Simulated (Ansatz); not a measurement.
**C2H5GeNO: one species, many methods**

Aim: compute C2H5GeNO with functionals from several rungs and with coupled cluster. The yardstick is the atomisation energy at the CCSD(T) limit.

Program: Ansatz 0.2.0, Gaussian basis. Level of theory: functionals in def2-TZVPP, the program's frozen cores in correlated methods. These are calculated values, not measurements.

The runs, in order: LDA (SPW92), PBE-D4, revPBE-D4, BLYP-D4, r2SCAN-D4, B97M-V, PBE0-D4, B3LYP-D4, r2SCANh-D4, r2SCAN0-D4, HSE06-D4, BHLYP-D4, CAM-B3LYP-D4, LC-ωPBE, ωB97X-V, ωB97M-V, B2PLYP, PBE-QIDH; CCSD(T)/def2-SVP; CCSD(T)/def2-TZVPP; MP2/def2-QZVPP; extrapolation to the limit; RPA on PBE.

## Step 1: Structure used throughout

All runs share one geometry, relaxed beforehand with PBE0-D4 in a triple-zeta def2 set.

SMILES `C[O][GeH2][C]#N`, 10 atoms, charge 0, spin multiplicity 1.

Atoms are counted from 1 here; the program's logs count them from 0.

Bond lengths: C1–O2 1.411 Å, C1–H6 1.098 Å, C1–H7 1.098 Å, C1–H8 1.091 Å, O2–Ge3 1.765 Å, Ge3–C4 1.920 Å, Ge3–H9 1.534 Å, Ge3–H10 1.534 Å, C4–N5 1.151 Å. Angles: O2–C1–H6 112.1°, O2–C1–H7 112.1°, O2–C1–H8 107.6°, H6–C1–H7 108.5°, H6–C1–H8 108.2°, H7–C1–H8 108.2°, C1–O2–Ge3 118.0°, O2–Ge3–C4 103.5°, O2–Ge3–H9 111.1°, O2–Ge3–H10 111.1°, C4–Ge3–H9 108.8°, C4–Ge3–H10 108.8°, H9–Ge3–H10 113.1°, Ge3–C4–N5 177.7°.

Coordinates:

```xyz
10
C2H5GeNO
C    -1.1613    1.2081    0.5277
O    -0.6266    0.3120   -0.4220
Ge    0.7945   -0.6304    0.0350
C     1.1549   -1.6866   -1.5269
N     1.4071   -2.3385   -2.4413
H    -0.4414    1.9858    0.8131
H    -1.4982    0.6940    1.4369
H    -2.0253    1.6950    0.0723
H     1.9990    0.2808    0.3029
H     0.4805   -1.5711    1.2052
```

## Step 2: LDA

This LDA is Slater exchange with PW92 correlation.

The input, in.yaml:

```yaml
crystal:
  periodic: [false, false, false]
  atoms:
    - {symbol: C, position_ang: [-1.161287, 1.208098, 0.527716]}
    - {symbol: O, position_ang: [-0.626572, 0.311975, -0.421951]}
    - {symbol: Ge, position_ang: [0.794490, -0.630361, 0.035014]}
    - {symbol: C, position_ang: [1.154921, -1.686642, -1.526910]}
    - {symbol: N, position_ang: [1.407068, -2.338546, -2.441254]}
    - {symbol: H, position_ang: [-0.441386, 1.985819, 0.813069]}
    - {symbol: H, position_ang: [-1.498217, 0.693955, 1.436928]}
    - {symbol: H, position_ang: [-2.025278, 1.694990, 0.072273]}
    - {symbol: H, position_ang: [1.999007, 0.280804, 0.302927]}
    - {symbol: H, position_ang: [0.480455, -1.571093, 1.205188]}
basis:
  gaussian: {orbitals: def2-TZVPP}
hamiltonian: {xc: lda}
output: {orbitals: {seedname: orbitals}}
```

Further steps of the session: PBE-D4 (GGA); revPBE-D4 (GGA); BLYP-D4 (GGA); r2SCAN-D4 (meta-GGA); B97M-V (meta-GGA); PBE0-D4 (hybrid); B3LYP-D4 (hybrid); r2SCANh-D4 (hybrid); r2SCAN0-D4 (hybrid); HSE06-D4 (hybrid); BHLYP-D4 (hybrid); CAM-B3LYP-D4 (range-separated); LC-ωPBE-D4 (range-separated); ωB97X-V (range-separated); ωB97M-V (range-separated); B2PLYP (double hybrid); PBE-QIDH (double hybrid); CCSD(T) in def2-SVP; CCSD(T) in def2-TZVPP; MP2 in def2-QZVPP; RPA on PBE orbitals.

Before running them: what should the planned runs give, taken together? Wanted: atomisation energy, CCSD(T)/CBS; farthest beyond LDA; mean size of error, GGA; mean size of error, meta-GGA; mean size of error, hybrid; mean size of error, range-separated; mean size of error, double hybrid; gap, smallest and largest; T1 diagnostic.

**Answer**, as computed:

| quantity | value |
| --- | --- |
| atomisation energy, CCSD(T)/CBS | 905.4 kcal/mol |
| functionals within 9.1 kcal/mol (1.0 %) | revPBE-D4, BLYP-D4, r2SCAN-D4, B97M-V, PBE0-D4, B3LYP-D4, HSE06-D4, CAM-B3LYP-D4, LC-ωPBE, ωB97X-V, ωB97M-V, B2PLYP |
| farthest beyond LDA | BHLYP-D4 (-38.9 kcal/mol) |
| mean size of error, GGA | 9.4 kcal/mol |
| mean size of error, meta-GGA | 2.0 kcal/mol |
| mean size of error, hybrid | 14.8 kcal/mol |
| mean size of error, range-separated | 2.7 kcal/mol |
| mean size of error, double hybrid | 9.4 kcal/mol |
| gap, smallest and largest | 4.84 eV (LDA (SPW92)), 12.63 eV (LC-ωPBE) |
| T1 diagnostic | 0.0126 |
| triples share of the correlation energy | 4.1 % |

The LDA atomisation energy is off by 137.7 kcal/mol (15 %): it overbinds. PBE-D4 misses by +20.3 kcal/mol. Double hybrids carry the basis error of their MP2 part in triple zeta, and no dispersion term here, so their miss is partly the set-up's. The rungs meta-GGA, range-separated miss on average by less than the doubt on the reference (9.1 kcal/mol), so they tie. The reference freezes the cores and leaves out relativity and excitations past (T), and its outer-core shells are covered unevenly, so misses under about 9.1 kcal/mol can't be ranked. Hartree-Fock recovers 69 % of the binding; the rest is correlation. CCSD(T) in def2-SVP is off by -52.7 kcal/mol, so the small basis spoils what the method gains. The gap grows from 4.8 to 12.6 eV across the functionals, mostly with the share of exact exchange. Correlated methods include outer-core shells of Ge, which these sets cover unevenly.
